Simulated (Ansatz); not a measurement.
# CH4AlBFN: the cost of one run

Method: the settings change from run to run; program: Ansatz 0.2.0, Gaussian basis.

**1. The molecule**

The geometry comes from an earlier relaxation with PBE0-D4 in a triple-zeta def2 set; it is a stationary point, not always the lowest conformer.

9 atoms, charge 0, spin multiplicity 1.

Atoms are counted from 1 here; the program's logs count them from 0.

Bond lengths: B1–C2 1.562 Å, B1–N4 1.562 Å, B1–Al5 2.224 Å, B1–H6 1.294 Å, B1–H7 1.189 Å, C2–F3 1.338 Å, C2–N4 1.591 Å, C2–Al5 1.872 Å, N4–Al5 1.844 Å, N4–H8 1.006 Å, Al5–H6 1.949 Å, Al5–H9 1.563 Å. Angles: C2–B1–N4 61.3°, C2–B1–Al5 56.0°, C2–B1–H6 108.0°, C2–B1–H7 132.5°, N4–B1–Al5 55.0°, N4–B1–H6 105.4°, N4–B1–H7 124.3°, Al5–B1–H6 60.7°, Al5–B1–H7 171.1°, H6–B1–H7 113.6°, B1–C2–F3 128.1°, B1–C2–N4 59.4°, B1–C2–Al5 80.2°, F3–C2–N4 117.1°, F3–C2–Al5 149.5°, N4–C2–Al5 63.7°, B1–N4–C2 59.4°, B1–N4–Al5 81.1° and more.

**2. B3LYP5/def2-TZVPP**

This run has atoms shaken by 0.03 Å, relativity set to scalar.

Contents of in.yaml:

```yaml
crystal:
  periodic: [false, false, false]
  atoms:
    - {symbol: B, position_ang: [-0.091288, 0.522275, 0.892659]}
    - {symbol: C, position_ang: [0.806710, -0.665729, 0.170403]}
    - {symbol: F, position_ang: [1.187365, -1.835123, 0.767996]}
    - {symbol: N, position_ang: [-0.728052, -0.526027, -0.150521]}
    - {symbol: Al, position_ang: [0.383436, 0.316359, -1.354259]}
    - {symbol: H, position_ang: [0.092138, 1.576854, 0.224827]}
    - {symbol: H, position_ang: [-0.459713, 0.699190, 1.957988]}
    - {symbol: H, position_ang: [-1.338714, -1.221361, 0.145094]}
    - {symbol: H, position_ang: [0.309064, 1.101016, -2.735411]}
basis:
  gaussian: {orbitals: def2-TZVPP}
hamiltonian: {xc: {name: B3LYP5}, pseudopotentials: {relativity: scalar}}
output: {forces: true}
```

Launch:

```
$ ansatz run in.yaml --threads 2 --pin off --events-out ev --progress --plain --max-ram 4352MiB
```

Q: Estimate wall time and peak memory on 2 threads of Arm Neoverse V2, shared host.

About 5.5 s, with a peak of 0.55 GiB.
